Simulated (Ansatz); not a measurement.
Crystal: Hf2Pd2Se2Br2O3.

```xyz
11
Lattice="7.5867 -1.7097 -1.1758 7.5867 1.7097 -1.1758 -2.0245 0.0000 13.0516" Properties=species:S:1:pos:R:3 pbc="T T T"
Hf   14.2165    0.0000   -1.4206
Hf    8.6262    0.0000    2.2691
Pd    1.6873    0.0000    6.2302
Pd    3.3945    0.0000    8.9390
Se   12.2827    0.0000    8.8683
Se   10.7952    0.0000    5.8168
Br    8.8069    0.0000   -0.7891
Br    3.1532    0.0000    3.1608
O     8.2058    0.0000    4.0943
O     5.7021    0.0000    0.0464
O     0.0207    0.0000    2.8206
```

The cell was built by a generator and needn't be a form met in nature.

Base run:

| Item | Value |
| --- | --- |
| Program | Ansatz 0.2.0 |
| Functional | PBE |
| Potentials or basis | Ansatz PAW |
| Cutoff | 420 eV (not typed: the program's choice for these potentials) |
| k mesh | 8 × 8 × 2 |
| Occupations | fermi-dirac, width 0.05 eV |
| Spin | no spin polarisation |

Its results: band gap on the k mesh 0.84 eV, indirect (least direct gap 0.88 eV); pressure 0.0 GPa; largest force 0.006 eV/Å.

Q: The run is repeated on the same cell with these changes: functional from PBE to PBEsol. What comes out?

A: Band gap on the k mesh 0.81 eV, indirect (least direct gap 0.85 eV); pressure -2.5 GPa; largest force 0.348 eV/Å.

PBEsol binds more tightly than PBE, so the same cell stands under less pressure.

Caveats: spin-orbit coupling is left out, which moves the levels of the heavy elements; the k mesh misses the band edges, so the gap on the mesh is wider than the one along the path (some runs); the PAW data sets come from PBE, with cores solved anew for the run's functional, which leaves a small shift of forces and pressure (some runs).
